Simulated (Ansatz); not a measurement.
# ClH2NSi: the cost of one run

Computed with Ansatz 0.2.0, Gaussian basis. Level: PBE0-D4/def2-TZVP structures, single points in def2-TZVPP, no counterpoise correction.

Levels: SPW92, PBE-D4, BLYP-D4, r2SCAN-D4, B97M-V, PBE0-D4, B3LYP-D4, r2SCAN0-D4, BHLYP-D4, CAM-B3LYP-D4, wB97X-V, wB97M-V, B2PLYP, PBE-QIDH, RPA on PBE, Hartree-Fock, MP2, CCSD, CCSD(T).

Correlated methods freeze the cores. B3LYP uses VWN-RPA correlation. B2PLYP carries no dispersion term here.

57 further runs of the same task are left out: 1 that didn't finish, 56 set aside as unsound or not needed.

**1. Starting geometry**

The complex: 9 atoms, charge 0, spin multiplicity 1.

Atoms are counted from 1 here; the program's logs count them from 0.

Bond lengths: Si1–N2 1.917 Å, Si1–N3 1.600 Å, Si1–H5 1.489 Å, Si1–Cl6 2.099 Å, N2–H4 1.024 Å, N2–H7 1.016 Å, N2–H8 1.015 Å, N3–H9 1.006 Å. Angles: N2–Si1–N3 95.2°, N2–Si1–H5 100.8°, N2–Si1–Cl6 97.8°, N3–Si1–H5 128.4°, N3–Si1–Cl6 124.7°, H5–Si1–Cl6 101.3°, Si1–N2–H4 97.7°, Si1–N2–H7 114.1°, Si1–N2–H8 114.5°, H4–N2–H7 110.8°, H4–N2–H8 109.7°, H7–N2–H8 109.6°, Si1–N3–H9 126.8°.

Coordinates:

```csv
atom,x (Å),y (Å),z (Å)
Si1,-0.3020,-0.7363,-0.0222
N2,0.1779,1.0570,0.4561
N3,0.0582,-0.5750,-1.5728
H4,0.6050,1.3275,-0.4347
H5,-1.6463,-0.8426,0.6091
Cl6,0.8921,-1.7363,1.3849
H7,0.8532,1.1183,1.2123
H8,-0.6111,1.6645,0.6549
H9,-0.0270,-1.2773,-2.2877
```

Its parts: ClH2NSi holds atoms 1, 3, 5, 6, 9; NH3 holds atoms 2, 4, 7, 8. Each part counts its atoms afresh in its own runs.

**2. Relaxing ClH2NSi alone**

Input file relax-a/in.yaml:

```yaml
crystal:
  periodic: [false, false, false]
  atoms:
    - {symbol: Si, position_ang: [-0.302038, -0.736280, -0.022223]}
    - {symbol: N, position_ang: [0.058209, -0.575006, -1.572817]}
    - {symbol: H, position_ang: [-1.646324, -0.842570, 0.609108]}
    - {symbol: Cl, position_ang: [0.892073, -1.736276, 1.384921]}
    - {symbol: H, position_ang: [-0.027027, -1.277278, -2.287738]}
basis:
  gaussian: {orbitals: def2-TZVP}
hamiltonian: {xc: pbe0, dispersion: d4}
relax: {f_tol: 0.005, max_steps: 200}
```

Command:

```
ansatz run in.yaml --threads 4 --pin off --events-out ev --progress --plain --max-ram 9574MiB
```

**Question.** How long does this run take on 4 threads of AMD EPYC, shared host?

About 23 s.
